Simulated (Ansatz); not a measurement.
# Iridium, A15 under LDA: relaxation and energy

What does LDA give for iridium in the A15 structure? We relax it, then solve it on a dense k-mesh. Spin polarisation is left out. The k-meshes are 5×5×5 for the relaxation; 7×7×7 for the dense run.

Computed with Ansatz 0.2.0 (DFT LDA (PW92), plane waves (420 eV) with PAW, scalar-relativistic; the PAW data stem from PBE, with regenerated cores, unless a step says otherwise).

### Step 1. Starting point

Symmetry: Pm-3n, No. 223, cubic system. The conventional cell has a = 4.837 Å, b = 4.837 Å, c = 4.837 Å, α = 90.00°, β = 90.00°, γ = 90.00°. Ir (site symmetry m-3) has 12 Ir at 2.70 Å as nearest neighbours. Ir (site symmetry -4m2) is surrounded by 6 Ir at 2.42 to 2.70 Å.

As a file:

```
CELL_PARAMETERS angstrom
4.83734 0.00000 0.00000
0.00000 4.83734 0.00000
0.00000 0.00000 4.83734
ATOMIC_POSITIONS crystal
Ir 0.00000 0.00000 0.00000
Ir 0.50000 0.50000 0.50000
Ir 0.25000 0.00000 0.50000
Ir 0.75000 0.00000 0.50000
Ir 0.50000 0.25000 0.00000
Ir 0.50000 0.75000 0.00000
Ir 0.00000 0.50000 0.25000
Ir 0.00000 0.50000 0.75000
```

### Step 2. Relaxation of the cell

Contents of input.yaml:

```yaml
crystal:
  lattice:
    - [4.837340879, 0.0, 0.0]
    - [0.0, 4.837340879, 0.0]
    - [0.0, 0.0, 4.837340879]
  atoms:
    - { symbol: Ir, position: [0.0, 0.0, 0.0] }
    - { symbol: Ir, position: [0.5, 0.5, 0.5] }
    - { symbol: Ir, position: [0.25, 0.0, 0.5] }
    - { symbol: Ir, position: [0.75, 0.0, 0.5] }
    - { symbol: Ir, position: [0.5, 0.25, 0.0] }
    - { symbol: Ir, position: [0.5, 0.75, 0.0] }
    - { symbol: Ir, position: [0.0, 0.5, 0.25] }
    - { symbol: Ir, position: [0.0, 0.5, 0.75] }
hamiltonian:
  xc: lda
  pseudopotentials:
    kind: paw
    azcp:
      Ir: "pseudopotentials/Ir.paw.azcp"
basis:
  ecutwfc: 420
  fft_grid_basis: typed
kpoints:
  mp_grid: { grid: [5, 5, 5], shift: [0, 0, 0] }
magnetization:
  spin_polarized: false
scf:
  occupations: { method: fermi_dirac, width: 0.1 }
relax:
  max_steps: 60
  f_tol: 0.01
  cell: {}
```

The log of the run:

```text
Warning: <dir> the record states the generating functional pbe (its physics header spells it `PBE`), which answers neither for hamiltonian.xc's functional nor for the lda family's — results may be inconsistent (PPs are generated against a specific XC)
Engine: ansatz 0.2.0, x86_64-unknown-linux-gnu
Pseudopotentials: kind: paw
Pseudopotential: Ir, paw, valence charge 17, recommended cutoff 420 eV (normal), <dir>
Functional definition: SPW92
  exchange = slater_x
  correlation = pw_c
Crystal: 8 atoms, lattice volume = 113.193 Å³
Basis set: ecut = 420 eV, 2205 PW (Γ)
Bands: 82, of which v1, the nominal top of the filled ones, is band 68 counted from 1 (67 counted from 0)
Symmetry: 48 space group operations
Space group: Pm-3n (ITA 223), of the structure as read, at distance tolerance 4.8e-5 Å
k-points: 10 of 125
Non-local potential: Ir, projectors of the file, l = 0: 3, l = 1: 2, l = 2: 2, l = 3: 1
PAW form: soft (Blöchl's): semilocal exchange-correlation on the pseudo side does not see the compensation charge
PAW frozen core: Ir, regenerated for the run's functional, and the local potential with it (the file was generated under x = pbe(κ = 0.804, μ = 0.2195149727645171), c = pbe(β = 0.06672455060314922))
PAW one-centre angular grid: Ir, 590 points (default); XC on 64 Gauss nodes
Initial density: superposition of atomic densities (neutral atoms: chi_scale 0, normalization atom), corrected by the library's trained network
Initial wavefunctions: pseudopotential atomic-orbital guess
Functional: x = slater, c = lda
SCF iter   1: F=—  HF=-93302.782044 eV  |F-HF|=—  |Δ(HF+E_count)|=         —  Δρ=9.82e-3  dr2=2.97e-2  ethr=1.77e-3  ⟨swp⟩=5.1  Hψ=2610  notcnv=0  defer=14
preconditioner: auto → Kerker (q_TF=auto, 2.813 Å⁻¹)  [metal: Δε(μ)=0.026 eV  Ē_g=7.068 eV  σ=0.100 eV  W_gap=0.06  n_scr=32 (ndim 8)  ℏωp=29.6 eV  f_vac=0.000  D(μ)=11.52/eV (n_scr^D=146)]
SCF iter   2: F=—  HF=-93302.781142 eV  |F-HF|=—  |Δ(HF+E_count)|=   9.02e-4  Δρ=5.17e-3  dr2=7.92e-3  ethr=2.18e-5  ⟨swp⟩=2.0  Hψ=1162  notcnv=0  defer=15
SCF iter   3: F=—  HF=-93302.779885 eV  |F-HF|=—  |Δ(HF+E_count)|=   1.26e-3  Δρ=4.40e-4  dr2=1.27e-4  ethr=5.83e-6  ⟨swp⟩=2.2  Hψ=1458  notcnv=0  defer=15
SCF iter   4: F=—  HF=-93302.779878 eV  |F-HF|=—  |Δ(HF+E_count)|=   7.04e-6  Δρ=8.73e-5  dr2=6.79e-6  ethr=9.37e-8  ⟨swp⟩=1.0  Hψ=798  notcnv=0  defer=15
SCF iter   5: F=—  HF=-93302.779863 eV  |F-HF|=—  |Δ(HF+E_count)|=   1.53e-5  Δρ=1.41e-5  dr2=2.61e-7  ethr=4.99e-9  ⟨swp⟩=1.5  Hψ=860  notcnv=0  defer=15
SCF iter   6: F=-93302.779863 eV  HF=-93302.779863 eV  |F-HF|=2.88e-9  |Δ(HF+E_count)|=   4.61e-8  Δρ=2.75e-6  dr2=6.23e-9  ethr=7.35e-11  ⟨swp⟩=4.0  Hψ=2576  notcnv=0
SCF 1 converged in 6 iterations: F = -93302.779863 eV  dr2 = 6.23e-9
relax step   1: F+E_penalty+E_count = -93302.77986252 eV  Δ(F+E_penalty+E_count) = +0.000e0 eV  max|allowed force component| = 2.985e-17 eV/Å  Δτ_max = 0.0000 Å  P = +6.630 GPa  Ω = 113.193 Å³  (6 SCF iters, dr2 threshold 1.00e-7 eV, accepted)
Crystal: 8 atoms, lattice volume = 118.939 Å³
Basis set: ecut = 420 eV, 2325 PW (Γ)
Initial density: handed on by an earlier stage of this run
Initial wavefunctions: those handed on with the density
iter 1 solved again at ethr=2.27e-6 eV; its pass at ethr=3.10e-3 eV (dr2=3.08e-3 eV) is discarded
SCF iter   1: F=—  HF=-93302.690640 eV  |F-HF|=—  |Δ(HF+E_count)|=         —  Δρ=1.99e-3  dr2=3.24e-3  ethr=2.27e-6  ⟨swp⟩=2.4  Hψ=3871  notcnv=0
preconditioner: auto → Kerker (q_TF=auto, 2.790 Å⁻¹)  [metal: Δε(μ)=0.023 eV  Ē_g=6.626 eV  σ=0.100 eV  W_gap=0.06  n_scr=32 (ndim 8)  ℏωp=28.9 eV  f_vac=0.000  D(μ)=12.40/eV (n_scr^D=170)]
SCF iter   2: F=—  HF=-93302.690771 eV  |F-HF|=—  |Δ(HF+E_count)|=   1.31e-4  Δρ=1.12e-3  dr2=9.29e-4  ethr=2.27e-6  ⟨swp⟩=1.0  Hψ=820  notcnv=0
SCF iter   3: F=—  HF=-93302.690796 eV  |F-HF|=—  |Δ(HF+E_count)|=   2.52e-5  Δρ=1.10e-4  dr2=8.14e-6  ethr=6.83e-7  ⟨swp⟩=2.4  Hψ=1115  notcnv=0
SCF iter   4: F=—  HF=-93302.690801 eV  |F-HF|=—  |Δ(HF+E_count)|=   4.20e-6  Δρ=2.03e-5  dr2=3.42e-7  ethr=5.98e-9  ⟨swp⟩=2.1  Hψ=1413  notcnv=0
iter 5 did not close the SCF: its close was put off for the readings that it lacked (scf_convergence_deferred on its scf_iter line)
SCF iter   5: F=-93302.690801 eV  HF=-93302.690801 eV  |F-HF|=4.96e-9  |Δ(HF+E_count)|=   5.57e-8  Δρ=3.04e-6  dr2=1.03e-8  ethr=2.51e-10  ⟨swp⟩=2.0  Hψ=1014  notcnv=0
SCF iter   6: F=-93302.690801 eV  HF=-93302.690801 eV  |F-HF|=3.64e-10  |Δ(HF+E_count)|=   2.87e-9  Δρ=6.22e-7  dr2=6.02e-10  ethr=7.60e-12  ⟨swp⟩=1.0  Hψ=1951  notcnv=0
SCF 2 converged in 6 iterations: F = -93302.690801 eV  dr2 = 6.02e-10
relax step   2: F+E_penalty+E_count = -93302.69080051 eV  Δ(F+E_penalty+E_count) = +8.906e-2 eV  max|allowed force component| = 3.860e-17 eV/Å  Δτ_max = 0.0000 Å  P = -10.652 GPa  Ω = 118.939 Å³  energy of the carried Pulay correction = -1.557e-3 eV  (6 SCF iters, dr2 threshold 8.00e-7 eV, rejected (line search))
Crystal: 8 atoms, lattice volume = 115.331 Å³
Basis set: ecut = 420 eV, 2301 PW (Γ)
iter 1 solved again at ethr=1.00e-6 eV; its pass at ethr=3.10e-3 eV (dr2=1.36e-3 eV) is discarded
SCF iter   1: F=—  HF=-93302.819876 eV  |F-HF|=—  |Δ(HF+E_count)|=         —  Δρ=1.25e-3  dr2=1.19e-3  ethr=1.00e-6  ⟨swp⟩=2.6  Hψ=3759  notcnv=0
preconditioner: auto → Kerker (q_TF=auto, 2.804 Å⁻¹)  [metal: Δε(μ)=0.025 eV  Ē_g=6.902 eV  σ=0.100 eV  W_gap=0.06  n_scr=32 (ndim 8)  ℏωp=29.3 eV  f_vac=0.000  D(μ)=11.78/eV (n_scr^D=170)]
SCF iter   2: F=—  HF=-93302.819915 eV  |F-HF|=—  |Δ(HF+E_count)|=   3.83e-5  Δρ=6.93e-4  dr2=3.33e-4  ethr=8.75e-7  ⟨swp⟩=1.0  Hψ=820  notcnv=0
SCF iter   3: F=—  HF=-93302.819919 eV  |F-HF|=—  |Δ(HF+E_count)|=   4.71e-6  Δρ=7.10e-5  dr2=3.50e-6  ethr=2.45e-7  ⟨swp⟩=2.5  Hψ=1142  notcnv=0
SCF iter   4: F=—  HF=-93302.819920 eV  |F-HF|=—  |Δ(HF+E_count)|=   4.61e-7  Δρ=1.46e-5  dr2=1.59e-7  ethr=2.57e-9  ⟨swp⟩=2.3  Hψ=1301  notcnv=0
SCF iter   5: F=—  HF=-93302.819920 eV  |F-HF|=—  |Δ(HF+E_count)|=   1.47e-8  Δρ=1.99e-6  dr2=4.33e-9  ethr=1.17e-10  ⟨swp⟩=2.1  Hψ=1098  notcnv=0
SCF iter   6: F=—  HF=-93302.819920 eV  |F-HF|=—  |Δ(HF+E_count)|=   1.09e-9  Δρ=4.01e-7  dr2=2.44e-10  ethr=3.19e-12  ⟨swp⟩=2.0  Hψ=1112  notcnv=0
SCF iter   7: F=-93302.819920 eV  HF=-93302.819920 eV  |F-HF|=1.46e-11  |Δ(HF+E_count)|=  4.37e-11  Δρ=6.13e-8  dr2=3.15e-12  ethr=1.00e-12  ⟨swp⟩=4.0  Hψ=2486  notcnv=0
SCF 3 converged in 7 iterations: F = -93302.819920 eV  dr2 = 3.15e-12
relax step   3: F+E_penalty+E_count = -93302.81991980 eV  Δ(F+E_penalty+E_count) = -4.006e-2 eV  max|allowed force component| = 4.678e-17 eV/Å  Δτ_max = 0.0000 Å  P = -0.407 GPa  Ω = 115.331 Å³  energy of the carried Pulay correction = -5.884e-4 eV  (7 SCF iters, accepted)
Crystal: 8 atoms, lattice volume = 115.201 Å³
iter 1 solved again at ethr=1.01e-9 eV; its pass at ethr=3.10e-3 eV (dr2=1.38e-6 eV) is discarded
SCF iter   1: F=—  HF=-93302.820121 eV  |F-HF|=—  |Δ(HF+E_count)|=         —  Δρ=4.47e-5  dr2=1.48e-6  ethr=1.01e-9  ⟨swp⟩=3.2  Hψ=3644  notcnv=0
preconditioner: auto → Kerker (q_TF=auto, 2.805 Å⁻¹)  [metal: Δε(μ)=0.025 eV  Ē_g=6.911 eV  σ=0.100 eV  W_gap=0.06  n_scr=32 (ndim 8)  ℏωp=29.4 eV  f_vac=0.000  D(μ)=11.78/eV (n_scr^D=170)]
SCF iter   2: F=—  HF=-93302.820121 eV  |F-HF|=—  |Δ(HF+E_count)|=   1.06e-7  Δρ=2.51e-5  dr2=4.30e-7  ethr=1.01e-9  ⟨swp⟩=1.0  Hψ=820  notcnv=0
iter 3 did not close the SCF: its close was put off for the readings that it lacked (scf_convergence_deferred on its scf_iter line)
SCF iter   3: F=-93302.820121 eV  HF=-93302.820121 eV  |F-HF|=1.14e-9  |Δ(HF+E_count)|=   2.68e-8  Δρ=2.40e-6  dr2=3.65e-9  ethr=3.16e-10  ⟨swp⟩=2.5  Hψ=1143  notcnv=0
iter 4 did not close the SCF: its close was put off for the readings that it lacked (scf_convergence_deferred on its scf_iter line)
SCF iter   4: F=-93302.820121 eV  HF=-93302.820121 eV  |F-HF|=7.28e-11  |Δ(HF+E_count)|=  6.26e-10  Δρ=4.34e-7  dr2=1.52e-10  ethr=2.68e-12  ⟨swp⟩=2.6  Hψ=1440  notcnv=0
iter 5 did not close the SCF: its close was put off for the readings that it lacked (scf_convergence_deferred on its scf_iter line)
SCF iter   5: F=-93302.820121 eV  HF=-93302.820121 eV  |F-HF|=1.46e-11  |Δ(HF+E_count)|=  7.28e-11  Δρ=6.48e-8  dr2=4.62e-12  ethr=1.00e-12  ⟨swp⟩=1.0  Hψ=820  notcnv=0
iter 6 did not close the SCF: its close was put off for the readings that it lacked (scf_convergence_deferred on its scf_iter line)
SCF iter   6: F=-93302.820121 eV  HF=-93302.820121 eV  |F-HF|=2.91e-11  |Δ(HF+E_count)|=    0.00e0  Δρ=1.61e-8  dr2=3.40e-13  ethr=1.00e-12  ⟨swp⟩=1.0  Hψ=820  notcnv=0
SCF iter   7: F=-93302.820121 eV  HF=-93302.820121 eV  |F-HF|=1.46e-11  |Δ(HF+E_count)|=  1.46e-11  Δρ=2.65e-9  dr2=7.34e-15  ethr=1.00e-12  ⟨swp⟩=1.0  Hψ=1680  notcnv=0
SCF 4 converged in 7 iterations: F = -93302.820121 eV  dr2 = 7.34e-15
relax step   4: F+E_penalty+E_count = -93302.82012118 eV  Δ(F+E_penalty+E_count) = -2.014e-4 eV  max|allowed force component| = 3.744e-17 eV/Å  Δτ_max = 0.0000 Å  P = -0.002 GPa  Ω = 115.201 Å³  energy of the carried Pulay correction = -5.530e-4 eV  (7 SCF iters, dr2 threshold 4.15e-7 eV, accepted)
Initial wavefunctions: pseudopotential atomic-orbital guess (no wavefunctions were taken with the density)
iter 1 solved again at ethr=4.72e-8 eV; its pass at ethr=3.10e-3 eV (dr2=6.41e-5 eV) is discarded
SCF iter   1: F=—  HF=-93302.820669 eV  |F-HF|=—  |Δ(HF+E_count)|=         —  Δρ=1.33e-4  dr2=6.61e-7  ethr=4.72e-8  ⟨swp⟩=3.0  Hψ=4614  notcnv=0
SCF iter   2: F=—  HF=-93302.820671 eV  |F-HF|=—  |Δ(HF+E_count)|=   1.89e-6  Δρ=6.77e-5  dr2=1.74e-7  ethr=4.86e-10  ⟨swp⟩=2.4  Hψ=1306  notcnv=0
SCF iter   3: F=—  HF=-93302.820672 eV  |F-HF|=—  |Δ(HF+E_count)|=   1.61e-6  Δρ=6.59e-7  dr2=2.26e-10  ethr=1.28e-10  ⟨swp⟩=2.0  Hψ=900  notcnv=0
iter 4 did not close the SCF: its close was put off for the readings that it lacked (scf_convergence_deferred on its scf_iter line)
SCF iter   4: F=-93302.820672 eV  HF=-93302.820672 eV  |F-HF|=4.37e-11  |Δ(HF+E_count)|=  1.46e-10  Δρ=1.19e-7  dr2=4.09e-12  ethr=1.00e-12  ⟨swp⟩=1.7  Hψ=1114  notcnv=0
iter 5 did not close the SCF: its close was put off for the readings that it lacked (scf_convergence_deferred on its scf_iter line)
SCF iter   5: F=-93302.820672 eV  HF=-93302.820672 eV  |F-HF|=0.00e0  |Δ(HF+E_count)|=  2.91e-11  Δρ=1.64e-8  dr2=2.72e-13  ethr=1.00e-12  ⟨swp⟩=1.0  Hψ=820  notcnv=0
iter 6 did not close the SCF: its close was put off for the readings that it lacked (scf_convergence_deferred on its scf_iter line)
SCF iter   6: F=-93302.820672 eV  HF=-93302.820672 eV  |F-HF|=1.46e-11  |Δ(HF+E_count)|=  1.46e-11  Δρ=4.67e-9  dr2=2.98e-14  ethr=1.00e-12  ⟨swp⟩=1.0  Hψ=820  notcnv=0
iter 7 did not close the SCF: its close was put off for the readings that it lacked (scf_convergence_deferred on its scf_iter line)
SCF iter   7: F=-93302.820672 eV  HF=-93302.820672 eV  |F-HF|=1.46e-11  |Δ(HF+E_count)|=  2.91e-11  Δρ=8.79e-10  dr2=9.28e-16  ethr=1.00e-12  ⟨swp⟩=1.0  Hψ=820  notcnv=0
SCF iter   8: F=-93302.820672 eV  HF=-93302.820672 eV  |F-HF|=5.82e-11  |Δ(HF+E_count)|=  4.37e-11  Δρ=1.84e-10  dr2=3.12e-17  ethr=1.00e-12  ⟨swp⟩=1.0  Hψ=1680  notcnv=0
SCF 5 converged in 8 iterations: F = -93302.820672 eV  dr2 = 3.12e-17
relax step   5: F+E_penalty+E_count = -93302.82067223 eV  Δ(F+E_penalty+E_count) = -5.510e-4 eV  max|allowed force component| = 3.520e-17 eV/Å  Δτ_max = 0.0000 Å  P = -0.012 GPa  Ω = 115.201 Å³  stress off target by 1.17e-2 GPa  SCF on the basis re-selected at this cell (its energy is not comparable with the rows above)  (8 SCF iters)
basis re-selected at this cell: Δ(F+E_penalty+E_count) = -5.510e-4 eV, ΔP = -0.010 GPa vs the last step (what re-selecting the basis moved, of the pressure what is left beyond the Pulay correction that the steps carried, after the strain that the cell walked since its last selection, with what the two solves' SCF thresholds leave and, on support functions, any second-order correction that the steps lacked; it is no measure of the basis error at this ecutwfc). This SCF's stress stands 1.17e-2 GPa from its target on what of the cell is left free (relax.cell.stress_tol is 5.00e-2 GPa) and its largest allowed force component is 3.52e-17 eV/Å (relax.f_tol is 1.00e-2 eV/Å): within both
SCF converged after 8 iterations
Free energy (F): -93302.820672 eV
Harris-Foulkes:  -93302.820672 eV  (|F-HF|=5.82e-11)
Internal energy: -93302.442431 eV  (E = F + TS)
E sigma→0 (E₀):  -93302.631551 eV
Entropy (-TS):   -0.378241 eV (-47.280 meV/atom)
Fermi energy:    24.980544 eV
--- Per-component energies (eV) ---
  E_band       = -763.055821
  E_kinetic    = 4998.492370
  E_local      = -8843.949364  (includes V_loc(G=0)·N_el)
  E_nonlocal   = 643.560875
  E_hartree    = 3373.988192
  E_xc         = -2131.923430
  E_vxc        = -2399.758069  (∫ρ·V_xc dr)
  E_paw        = -71628.925694  (= ΣΔE_a)
  E_vpaw       = -1909.378343  (= ΣTr[D̂ρ^β])
  E_aug_tail   = 0.000325  (compensation charges beyond the density's cutoff)
  E_ewald      = -19716.978523
  E_core_change = 3.292817  (= ΣΔE_core)
  E_smearing   = -0.378241  (= −TS)
  E_closure    = 0.000000  (closes the sum)
  Σ components = -93302.820672   (vs F -93302.820672, Δ=0.00e0)
--- Forces (eV/Å), atoms counted from 1 ---
  atom   1  Ir     0.00000000     0.00000000    -0.00000000
  atom   2  Ir    -0.00000000     0.00000000     0.00000000
  atom   3  Ir    -0.00000000    -0.00000000     0.00000000
  atom   4  Ir    -0.00000000     0.00000000    -0.00000000
  atom   5  Ir     0.00000000     0.00000000     0.00000000
  atom   6  Ir    -0.00000000    -0.00000000    -0.00000000
  atom   7  Ir    -0.00000000    -0.00000000     0.00000000
  atom   8  Ir     0.00000000     0.00000000    -0.00000000
  max |Σ_I F_I| component: 3.30e-17 eV/Å
--- Stress (GPa, compression-positive) ---
       -0.011673      -0.000000      -0.000000
       -0.000000      -0.011673       0.000000
       -0.000000       0.000000      -0.011673
  P = ⅓ Tr σ = -0.0117 GPa (-0.117 kbar)
--- Relaxed structure (4 steps of the walk, 3 accepted, 1 SCFs on fresh bases) ---
  F+E_penalty+E_count = -93302.82067223 eV   max|allowed force component| = 3.520e-17 eV/Å   (the final SCF, on the basis selected at the relaxed cell)
  cell:  # Å, volume = 115.2009 Å³
    - [4.86577436210909, 2.5679065925163143e-34, -3.209883240645393e-34]
    - [1.9259299443872356e-34, 4.86577436210909, 0.0]
    - [-6.419766481290786e-35, 0.0, 4.86577436210909]
  atoms:
    - { symbol: Ir, position: [-2.6568463729285857e-37, 6.998522153080188e-37, 4.147272387010481e-37] }
    - { symbol: Ir, position: [0.5, 0.5, 0.5] }
    - { symbol: Ir, position: [0.25, -1.402296475857919e-35, 0.5] }
    - { symbol: Ir, position: [0.75, -7.516931201456497e-37, 0.5] }
    - { symbol: Ir, position: [0.5, 0.25, -1.244181716103147e-36] }
    - { symbol: Ir, position: [0.5, 0.75, 4.147272387010472e-37] }
    - { symbol: Ir, position: [-9.91457305019691e-37, 0.5, 0.25] }
    - { symbol: Ir, position: [6.674516497845018e-37, 0.5, 0.75] }
```

Wall time 19 s (2 threads of an x86-64 CPU, shared host); peak memory 0.63 GiB.

Relaxation path:

```tsv
step	energy change (meV/atom)	largest force (eV/Å)	pressure (GPa)	volume (Å³/atom)	accepted
1	0.00	0.0000	6.63	14.149	yes
2	11.13	0.0000	-10.65	14.867	no
3	-5.01	0.0000	-0.41	14.416	yes
4	-5.03	0.0000	0.00	14.400	yes
5	-5.10	0.0000	-0.01	14.400	yes
```

Steps that repeat a cell are solved on a basis chosen anew, so their changes of energy are no gain of the relaxation.

The cell of the run, before and after:

|  | before | after | change |
| --- | --- | --- | --- |
| a (Å) | 4.837 | 4.866 | +0.6 % |
| b (Å) | 4.837 | 4.866 | +0.6 % |
| c (Å) | 4.837 | 4.866 | +0.6 % |
| volume (Å³/atom) | 14.149 | 14.400 | +1.8 % |
| shortest distance (Å) | 2.419 | 2.433 | +0.6 % |
| space group (spins left aside) | Pm-3n | Pm-3n | same |

### Step 3. Single point on a dense mesh

Contents of input.yaml:

```yaml
crystal:
  lattice:
    - [4.8657743621, 0.0, 0.0]
    - [0.0, 4.8657743621, 0.0]
    - [0.0, 0.0, 4.8657743621]
  atoms:
    - { symbol: Ir, position: [1.0, 0.0, 0.0] }
    - { symbol: Ir, position: [0.5, 0.5, 0.5] }
    - { symbol: Ir, position: [0.25, 1.0, 0.5] }
    - { symbol: Ir, position: [0.75, 1.0, 0.5] }
    - { symbol: Ir, position: [0.5, 0.25, 1.0] }
    - { symbol: Ir, position: [0.5, 0.75, 0.0] }
    - { symbol: Ir, position: [1.0, 0.5, 0.25] }
    - { symbol: Ir, position: [0.0, 0.5, 0.75] }
hamiltonian:
  xc: lda
  pseudopotentials:
    kind: paw
    azcp:
      Ir: "pseudopotentials/Ir.paw.azcp"
basis:
  ecutwfc: 420
  fft_grid_basis: typed
kpoints:
  mp_grid: { grid: [7, 7, 7], shift: [0, 0, 0] }
magnetization:
  spin_polarized: false
scf:
  occupations: { method: fermi_dirac, width: 0.1 }
```

The log of the run, shortened:

```text
Warning: <dir> the record states the generating functional pbe (its physics header spells it `PBE`), which answers neither for hamiltonian.xc's functional nor for the lda family's — results may be inconsistent (PPs are generated against a specific XC)
[...]
[... 3 set-up lines as earlier in the session ...]
[...]
Crystal: 8 atoms, lattice volume = 115.201 Å³
Basis set: ecut = 420 eV, 2301 PW (Γ)
Bands: 82, of which v1, the nominal top of the filled ones, is band 68 counted from 1 (67 counted from 0)
[... 1 set-up line as earlier in the session ...]
Space group: Pm-3n (ITA 223), of the structure as read, at distance tolerance 4.9e-5 Å
k-points: 20 of 343
[...]
SCF iter   1: F=—  HF=-93302.766495 eV  |F-HF|=—  |Δ(HF+E_count)|=         —  Δρ=8.18e-3  dr2=2.25e-2  ethr=1.77e-3  ⟨swp⟩=5.1  Hψ=5260  notcnv=0  defer=23
[...]
SCF iter   6: F=-93302.768102 eV  HF=-93302.768102 eV  |F-HF|=3.59e-9  |Δ(HF+E_count)|=   2.89e-8  Δρ=2.53e-6  dr2=6.71e-9  ethr=7.35e-11  ⟨swp⟩=2.0  Hψ=3077  notcnv=0
[...]
SCF converged after 6 iterations
Free energy (F): -93302.768102 eV
[...]
E sigma→0 (E₀):  -93302.592925 eV
Entropy (-TS):   -0.350355 eV (-43.794 meV/atom)
Fermi energy:    24.962727 eV
[...]
```

Wall time 5.9 s (2 threads of an x86-64 CPU, shared host); peak memory 0.63 GiB.

### Step 4. Summary of results

```
                      quantity                         value
space group (spins left aside)               Pm-3n (No. 223)
             conventional cell                   a = 4.866 Å
                        volume                14.400 Å³/atom
             shortest distance                       2.433 Å
               gap on the mesh  none (levels filled in part)
               relative to fcc                 +573 meV/atom
```

What this shows: The relaxation enlarged the cell by 1.8 % in volume. Against the reference form of iridium (fcc, computed apart with the same settings) it stands 573 meV/atom higher, so it is far from stable. Levels at the Fermi energy are filled in part, as in a metal. The symmetry was held, so the structure may be unstable against distortions that break it.
